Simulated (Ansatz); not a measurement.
# BBrF radical (SMILES F[B]Br): single points off equilibrium

One table from this session's results is given with a row withheld; the runs are named, their logs left out.

Program: Ansatz 0.2.0, Gaussian basis. Level of theory: single points in def2-TZVPP. These are calculated values, not measurements.

Correlated methods freeze the cores. Filled d shells of the heavier atoms are correlated. Orbitals are unrestricted. B3LYP uses VWN-RPA correlation.

### Where the work starts

3 atoms, charge 0, spin multiplicity 2.

Atoms are counted from 1 here; the program's logs count them from 0.

Bond lengths: F1–B2 1.247 Å, B2–Br3 1.861 Å. Angles: F1–B2–Br3 122.0°.

Geometry (Å):

```xyz
3
BBrF
F    -0.3414    1.1972   -0.0938
B     0.3579    0.2139    0.2213
Br   -0.1429   -1.5288   -0.1994
```

The first run:

run/in.yaml

```yaml
crystal:
  periodic: [false, false, false]
  atoms:
    - {symbol: F, position_ang: [-0.341400, 1.197200, -0.093800]}
    - {symbol: B, position_ang: [0.357900, 0.213900, 0.221300]}
    - {symbol: Br, position_ang: [-0.142900, -1.528800, -0.199400]}
basis:
  gaussian: {orbitals: def2-TZVPP}
magnetization: {spin_polarized: true, initial_magnetization: 1}
correlation: {method: ccsd_t}
scf: {omitted_lower_state_checks: [cluster_reference]}
output: {forces: true}
```

The command line of these runs was not kept.

Steps of the session up to this table: CCSD(T)/def2-TZVPP; PBE0-D4/def2-TZVPP; wB97M-V/def2-TZVPP; r2SCAN-D4/def2-TZVPP; PBE-D4/def2-TZVPP; wB97X-V/def2-TZVPP; B3LYP-D4/def2-TZVPP.

One table of the session follows, with a row left open; its other results are not shown here.

```
   method  RMS force component (eV/Å)  angle to CCSD(T) forces (°)  dipole (D)
  CCSD(T)                       1.479                    reference        0.14
  PBE0-D4                       1.321                          0.3        0.14
  wB97M-V                       1.377                          1.3        0.15
r2SCAN-D4                       1.439                          1.0        0.16
   PBE-D4                           ?                            ?           ?
  wB97X-V                       1.475                          0.9        0.17
 B3LYP-D4                       1.401                          3.5        0.13
```

**Question.** Estimate the row for PBE-D4.

As computed: RMS force component (eV/Å): 1.608; angle to CCSD(T) forces (°): 0.3; dipole (D): 0.26. In the column «RMS force component (eV/Å)» it is the highest.
